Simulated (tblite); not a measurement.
# SiHSCl2 (SMILES S[Si](Cl)Cl): GFN2-xTB

Wanted: the polarisability of SiHSCl2. The job is set up through a Python script.

The results are computed with tblite 0.8.0.

18 further runs of the same task are left out: 18 set aside as unsound or not needed.

### 1 The molecule

SiHSCl2 has 5 atoms, charge 0, and is taken as a doublet. SMILES: `S[Si](Cl)Cl`. The shape is that of a GFN2-xTB optimisation. This is one conformer, not always the lowest.

Bond lengths: S1–Si2 2.178 Å, Si2–Cl3 2.031 Å, Si2–Cl4 2.032 Å, S1–H5 1.330 Å. Angles: S1–Si2–Cl3 110.4°, S1–Si2–Cl4 109.9°, Cl3–Si2–Cl4 108.2°, Si2–S1–H5 95.2°.

### 2 The response to a field at GFN2-xTB

The input, input.xyz:

```xyz
5
start geometry
S      0.214480     1.667870    -0.197900
Si     0.144200    -0.240450     0.850200
Cl     1.477330    -1.542530     0.042440
Cl    -1.711680    -1.051400     0.687410
H     -0.124330     1.166520    -1.382150
```

The input, script.py:

```python
import json
import numpy as np
from tblite.interface import Calculator
from tblite.library import ffi
from tblite.interface import symbols_to_numbers

symbols = list(map(str, np.loadtxt("input.xyz", skiprows=2, usecols=0, dtype=str, ndmin=1)))
numbers = np.array(symbols_to_numbers(symbols))
positions = np.loadtxt("input.xyz", skiprows=2, usecols=(1, 2, 3), ndmin=2) / 0.529177210903

def dipole(field):
    tb = Calculator("GFN2-xTB", numbers, positions, charge=0, uhf=1)
    tb.set("verbosity", 0)
    tb.set("accuracy", 0.01)
    tb.add("spin-polarization", 1.0)
    tb.add("electric-field", ffi.new("double[3]", list(field)))
    return tb.singlepoint()

F = 0.001  # field step, atomic units
result = dipole([0.0, 0.0, 0.0])
alpha = np.array([(dipole(F * v).get('dipole') - dipole(-F * v).get('dipole')) / (2 * F) for v in np.eye(3)])
print(f"E = {result.get('energy'):.8f} Eh")
print("polarizability tensor (bohr^3)")
for row in alpha:
    print("".join(f"{v:12.4f}" for v in row))
w = np.linalg.eigvalsh((alpha + alpha.T) / 2)
print("principal values", np.round(w, 3), " isotropic %.3f" % w.mean())
out = {k: np.asarray(result.get(k)).tolist() for k in ("energy", "gradient", "charges", "dipole", "orbital-energies", "orbital-occupations")}
out.update(symbols=symbols, positions=(positions * 0.529177210903).tolist(), alpha=alpha.tolist())
json.dump(out, open("results.json", "w"))
```

Command:

```
python script.py
```

**Question.** What will come out? Wanted: total energy; dipole moment; HOMO energy; LUMO energy; largest force on an atom; mean static polarisability.

Answer, from the run:

Level: GFN2-xTB.

| quantity | value |
| --- | --- |
| total energy | -14.63749 Eh |
| dipole moment | 1.52 D |
| HOMO energy (as the program lists it) | -9.69 eV |
| LUMO energy (as the program lists it) | -5.81 eV |
| largest force on an atom | 0.091 eV/Å |
| mean static polarisability | 136.0 bohr³ |

Mulliken charges run from -0.31 on S1 to +0.50 on Si2.
